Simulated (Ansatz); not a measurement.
# AlBH₈SSi₂: basis-set convergence

Aim: see how fast density functionals converge with the basis set for AlBH₈SSi₂.

Method: one geometry, several basis sets; program: Ansatz 0.2.0, Gaussian basis.

The runs, in order: PBE0-D4/def2-SVP; ωB97M-V/def2-SVP; PBE0-D4/def2-QZVPP; ωB97M-V/def2-QZVPP; the functionals' def2-TZVPP values are taken from earlier runs.

### 1 Structure used throughout

All runs share one geometry, relaxed beforehand with PBE0-D4 in a triple-zeta def2 set.

13 atoms, charge 0, spin multiplicity 1.

Atoms are counted from 1 here; the program's logs count them from 0.

Bond lengths: B1–Si2 1.858 Å, B1–Al3 2.187 Å, B1–H6 1.195 Å, B1–H7 1.224 Å, Si2–Al3 2.760 Å, Si2–H8 1.485 Å, Si2–H9 1.484 Å, Al3–Si4 2.446 Å, Al3–S5 2.194 Å, Si4–H10 1.490 Å, Si4–H11 1.491 Å, Si4–H12 1.490 Å, S5–H13 1.343 Å. Angles: Si2–B1–Al3 85.6°, Si2–B1–H6 121.6°, Si2–B1–H7 119.3°, Al3–B1–H6 103.7°, Al3–B1–H7 73.2°, H6–B1–H7 118.6°, B1–Si2–Al3 52.2°, B1–Si2–H8 125.4°, B1–Si2–H9 123.9°, Al3–Si2–H8 98.2°, Al3–Si2–H9 118.3°, H8–Si2–H9 110.3°, B1–Al3–Si2 42.2°, B1–Al3–Si4 113.5°, B1–Al3–S5 127.2°, Si2–Al3–Si4 137.3°, Si2–Al3–S5 103.5°, Si4–Al3–S5 115.9° and more.

### 2 PBE0-D4 in def2-SVP

File in.yaml:

```yaml
crystal:
  periodic: [false, false, false]
  atoms:
    - {symbol: B, position_ang: [-0.821316, -0.258124, 1.513954]}
    - {symbol: Si, position_ang: [-1.992182, -1.260815, 0.476608]}
    - {symbol: Al, position_ang: [0.050765, 0.382030, -0.386958]}
    - {symbol: Si, position_ang: [2.496171, 0.357226, -0.396336]}
    - {symbol: S, position_ang: [-0.899673, 1.611471, -1.935189]}
    - {symbol: H, position_ang: [0.095310, -0.764966, 2.089753]}
    - {symbol: H, position_ang: [-0.891954, 0.963202, 1.484959]}
    - {symbol: H, position_ang: [-3.081402, -0.708689, -0.369020]}
    - {symbol: H, position_ang: [-1.859889, -2.722236, 0.257505]}
    - {symbol: H, position_ang: [3.023485, 0.915991, 0.880440]}
    - {symbol: H, position_ang: [2.993309, -1.043837, -0.510503]}
    - {symbol: H, position_ang: [3.073066, 1.144208, -1.522055]}
    - {symbol: H, position_ang: [-2.165089, 1.349639, -1.568455]}
basis:
  gaussian: {orbitals: def2-SVP}
hamiltonian: {xc: pbe0, dispersion: d4}
output: {orbitals: {seedname: orbitals}}
```

After this run come: ωB97M-V in def2-SVP; PBE0-D4 in def2-QZVPP; ωB97M-V in def2-QZVPP.

Before running them: what should the planned runs give, taken together? Wanted: PBE0-D4: double and triple zeta above quadruple; ωB97M-V: double and triple zeta above quadruple.

The runs gave:

| quantity | value |
| --- | --- |
| PBE0-D4: double and triple zeta above quadruple | 13.45, 1.09 eV |
| ωB97M-V: double and triple zeta above quadruple | 13.49, 1.04 eV |

In words: PBE0-D4 gains 12.35 eV from double to triple zeta, then 1.09 eV more. Total energies overstate the basis error of differences, where much of it tends to cancel.
